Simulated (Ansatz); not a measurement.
# H3Ti: the cost of one run

Method: def2-TZVPP, core rule «outside noble gas», up to 9 orbitals frozen; program: Ansatz 0.2.0, Gaussian basis.

To be run: UHF; CCSD(T) on RHF; CCSD(T) on UHF; CCSDT(Q) on RHF; CCSDT(Q) on UHF.

11 further runs of the same task are left out: 8 for a known fault of the program, 1 that didn't finish, 2 set aside as unsound or not needed.

### Step 1. The geometry

The geometry is a PBE0/def2-TZVP stationary point (not a proven minimum) of the parent state, kept for this charge and spin.

4 atoms, charge 1, spin multiplicity 1.

Atoms are counted from 1 here; the program's logs count them from 0.

Bond lengths: Ti1–H2 1.731 Å, Ti1–H3 1.731 Å, Ti1–H4 1.731 Å. Angles: H2–Ti1–H3 120.0°, H2–Ti1–H4 120.0°, H3–Ti1–H4 120.0°.

### Step 2. UHF

The input, in.yaml:

```yaml
crystal:
  periodic: [false, false, false]
  atoms:
    - {symbol: Ti, position_ang: [0.000000, 0.000000, 0.000000]}
    - {symbol: H, position_ang: [1.731170, 0.013694, 0.006467]}
    - {symbol: H, position_ang: [-0.877440, 1.492400, -0.004533]}
    - {symbol: H, position_ang: [-0.853730, -1.506094, -0.001933]}
basis:
  gaussian: {orbitals: def2-TZVPP}
total_charge: 1
magnetization: {spin_polarized: true, initial_magnetization: 0}
hamiltonian: {xc: hf}
output: {orbitals: {seedname: orbitals}}
```

Command:

```
ansatz run in.yaml --threads 1 --pin off --events-out ev --progress --plain --max-ram 2816MiB --backend cpu
```

What time and memory should one allow on 1 thread of AMD EPYC 7R13, shared host?

About 14 s, with a peak of 0.25 GiB.
